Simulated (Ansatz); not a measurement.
**C₃H₁₃GaO₂Si: small, medium and large basis sets**

How large a basis does C₃H₁₃GaO₂Si need? Two functionals are run in growing sets.

Program: Ansatz 0.2.0, Gaussian basis. Level of theory: one geometry, several basis sets. These are calculated values, not measurements.

The runs, in order: PBE0-D4/def2-SVP; ωB97M-V/def2-SVP; PBE0-D4/def2-QZVPP; ωB97M-V/def2-QZVPP; the functionals' def2-TZVPP values are taken from earlier runs.

**1. The relaxed structure**

An earlier PBE0-D4 in a triple-zeta def2 set relaxation fixed the geometry.

20 atoms, charge 0, spin multiplicity 1.

Atoms are counted from 1 here; the program's logs count them from 0.

Bond lengths: C1–O2 1.402 Å, C1–H8 1.096 Å, C1–H9 1.093 Å, C1–H10 1.095 Å, O2–Ga3 1.930 Å, O2–Si7 1.927 Å, Ga3–C4 1.963 Å, Ga3–C5 1.960 Å, Ga3–O6 2.011 Å, C4–H11 1.092 Å, C4–H12 1.093 Å, C4–H13 1.092 Å, C5–H14 1.092 Å, C5–H15 1.091 Å, C5–H16 1.093 Å, O6–Si7 1.762 Å, O6–H17 0.958 Å, Si7–H18 1.522 Å and more. Angles: O2–C1–H8 111.7°, O2–C1–H9 110.2°, O2–C1–H10 109.4°, H8–C1–H9 109.1°, H8–C1–H10 108.3°, H9–C1–H10 108.1°, C1–O2–Ga3 130.4°, C1–O2–Si7 118.8°, Ga3–O2–Si7 104.2°, O2–Ga3–C4 110.7°, O2–Ga3–C5 110.7°, O2–Ga3–O6 70.6°, C4–Ga3–C5 131.5°, C4–Ga3–O6 108.3°, C5–Ga3–O6 108.4°, Ga3–C4–H11 111.4°, Ga3–C4–H12 110.9°, Ga3–C4–H13 110.4° and more.

**2. PBE0-D4 in def2-SVP**

in.yaml reads:

```yaml
crystal:
  periodic: [false, false, false]
  atoms:
    - {symbol: C, position_ang: [-2.165381, 0.191617, 0.505302]}
    - {symbol: O, position_ang: [-0.783832, 0.417667, 0.435509]}
    - {symbol: Ga, position_ang: [0.515010, -0.165698, -0.867057]}
    - {symbol: C, position_ang: [0.504315, -2.122539, -1.027524]}
    - {symbol: C, position_ang: [0.855880, 1.243024, -2.185768]}
    - {symbol: O, position_ang: [1.455794, 0.323037, 0.842065]}
    - {symbol: Si, position_ang: [0.218597, 0.550407, 2.075480]}
    - {symbol: H, position_ang: [-2.393643, -0.862973, 0.696729]}
    - {symbol: H, position_ang: [-2.645002, 0.496957, -0.428641]}
    - {symbol: H, position_ang: [-2.591311, 0.789406, 1.318104]}
    - {symbol: H, position_ang: [1.444204, -2.493611, -1.442506]}
    - {symbol: H, position_ang: [-0.298623, -2.455083, -1.690095]}
    - {symbol: H, position_ang: [0.352249, -2.583909, -0.049881]}
    - {symbol: H, position_ang: [1.832234, 1.117928, -2.659422]}
    - {symbol: H, position_ang: [0.825636, 2.221435, -1.703656]}
    - {symbol: H, position_ang: [0.103014, 1.227219, -2.977530]}
    - {symbol: H, position_ang: [2.351416, 0.252764, 1.173835]}
    - {symbol: H, position_ang: [1.307823, 0.655150, 3.133930]}
    - {symbol: H, position_ang: [-0.469709, 1.849747, 2.320964]}
    - {symbol: H, position_ang: [-0.510273, -0.643247, 2.596465]}
basis:
  gaussian: {orbitals: def2-SVP}
hamiltonian: {xc: pbe0, dispersion: d4}
output: {orbitals: {seedname: orbitals}}
```

The runs that follow: ωB97M-V in def2-SVP; PBE0-D4 in def2-QZVPP; ωB97M-V in def2-QZVPP.

Before running them: what should the planned runs give, taken together? Wanted: PBE0-D4: double and triple zeta above quadruple; ωB97M-V: double and triple zeta above quadruple.

The runs gave:

| quantity | value |
| --- | --- |
| PBE0-D4: double and triple zeta above quadruple | 20.03, 1.88 eV |
| ωB97M-V: double and triple zeta above quadruple | 20.31, 1.80 eV |

In words: For PBE0-D4 the step from double to triple zeta gains 18.15 eV and the next only 1.88 eV. Total energies overstate the basis error of differences, where much of it tends to cancel. The LUMO of ωB97M-V is positive and keeps falling with the basis (2.25 to 0.95 eV): an unbound level that the basis holds in place.
